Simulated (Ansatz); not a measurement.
# C2H2BCl (SMILES C#CBCl): single points off equilibrium

Aim: energy, forces and dipole at a structure displaced at random from a GFN2-xTB minimum, from CCSD(T) and from density functionals.

Computed with Ansatz 0.2.0, Gaussian basis. Level: single points in def2-TZVPP.

Correlated methods freeze the cores.

### 1 The starting structure

SMILES `C#CBCl`, 6 atoms, charge 0, spin multiplicity 1.

Atoms are counted from 1 here; the program's logs count them from 0.

Bond lengths: C1–C2 1.184 Å, C1–H5 1.026 Å, C2–B3 1.533 Å, B3–Cl4 1.717 Å, B3–H6 1.148 Å. Angles: C2–C1–H5 179.3°, C1–C2–B3 179.0°, C2–B3–Cl4 117.5°, C2–B3–H6 122.6°, Cl4–B3–H6 119.9°.

Geometry (Å):

```xyz
6
C2H2BCl
C     0.0691    1.2508   -1.0313
C     0.0478    0.3642   -0.2462
B     0.0467   -0.7887    0.7648
Cl   -1.0150   -2.1049    0.4654
H     0.0975    2.0238   -1.7049
H     0.7370   -0.8079    1.6816
```

### 2 CCSD(T)/def2-TZVPP

Input file run/in.yaml:

```yaml
crystal:
  periodic: [false, false, false]
  atoms:
    - {symbol: C, position_ang: [0.069100, 1.250800, -1.031300]}
    - {symbol: C, position_ang: [0.047800, 0.364200, -0.246200]}
    - {symbol: B, position_ang: [0.046700, -0.788700, 0.764800]}
    - {symbol: Cl, position_ang: [-1.015000, -2.104900, 0.465400]}
    - {symbol: H, position_ang: [0.097500, 2.023800, -1.704900]}
    - {symbol: H, position_ang: [0.737000, -0.807900, 1.681600]}
basis:
  gaussian: {orbitals: def2-TZVPP}
correlation: {method: ccsd_t}
output: {forces: true}
```

No record of the launch command was kept for these runs.

### 3 PBE0-D4/def2-TZVPP

Edit run/in.yaml of step 2 so:

```diff
@@ -11,3 +11,3 @@
   gaussian: {orbitals: def2-TZVPP}
-correlation: {method: ccsd_t}
-output: {forces: true}
+hamiltonian: {xc: pbe0, dispersion: d4}
+output: {forces: true, orbitals: {seedname: orbitals}}
```

### 4 wB97M-V/def2-TZVPP

Edit run/in.yaml of step 3 so:

```diff
@@ -11,3 +11,3 @@
   gaussian: {orbitals: def2-TZVPP}
-hamiltonian: {xc: pbe0, dispersion: d4}
-output: {forces: true, orbitals: {seedname: orbitals}}
+hamiltonian: {xc: {name: wB97M-V}}
+output: {forces: true}
```

### 5 r2SCAN-D4/def2-TZVPP

Edit run/in.yaml of step 4 so:

```diff
@@ -11,3 +11,3 @@
   gaussian: {orbitals: def2-TZVPP}
-hamiltonian: {xc: {name: wB97M-V}}
+hamiltonian: {xc: r2scan, dispersion: d4}
 output: {forces: true}
```

### 6 PBE-D4/def2-TZVPP

Edit run/in.yaml of step 5 so:

```diff
@@ -11,3 +11,3 @@
   gaussian: {orbitals: def2-TZVPP}
-hamiltonian: {xc: r2scan, dispersion: d4}
+hamiltonian: {xc: pbe, dispersion: d4}
 output: {forces: true}
```

### 7 revPBE-D4/def2-TZVPP

Edit run/in.yaml of step 6 so:

```diff
@@ -11,3 +11,3 @@
   gaussian: {orbitals: def2-TZVPP}
-hamiltonian: {xc: pbe, dispersion: d4}
+hamiltonian: {xc: {name: revPBE}, dispersion: d4}
 output: {forces: true}
```

### 8 wB97X-V/def2-TZVPP

Edit run/in.yaml of step 7 so:

```diff
@@ -11,3 +11,3 @@
   gaussian: {orbitals: def2-TZVPP}
-hamiltonian: {xc: {name: revPBE}, dispersion: d4}
+hamiltonian: {xc: {name: wB97X-V}}
 output: {forces: true}
```

(Steps that only read results are left out.)

Q: Predict the outcome of this session. Wanted: energy less free atoms, CCSD(T)/def2-TZVPP; RMS force component; RMS force error; HOMO and LUMO, PBE0-D4; T1 diagnostic.

**Answer**, as computed:

```
                                  quantity                                                                                             value
energy less free atoms, CCSD(T)/def2-TZVPP                                                                                    -2434.0 kJ/mol
                       RMS force component                                                              0.864 to 1.326 eV/Å over the methods
                           RMS force error  PBE0-D4 0.362, wB97M-V 0.460, r2SCAN-D4 0.247, PBE-D4 0.156, revPBE-D4 0.156, wB97X-V 0.473 eV/Å
                    HOMO and LUMO, PBE0-D4                                                                                -8.56 and -2.24 eV
                             T1 diagnostic                                                                                             0.013
```

Against CCSD(T) the functionals' energies less atoms differ by -162.5 to -67.5 kJ/mol, PBE-D4 by -162.5 kJ/mol. A larger basis would deepen the CCSD(T) value, while the functionals are nearly converged already, so the order here is not reliable. The forces of PBE-D4 come nearest to CCSD(T), those of wB97X-V are farthest. Frozen-core CCSD(T) forces in triple zeta carry basis errors of their own, and this is one geometry, so small gaps rank nothing.
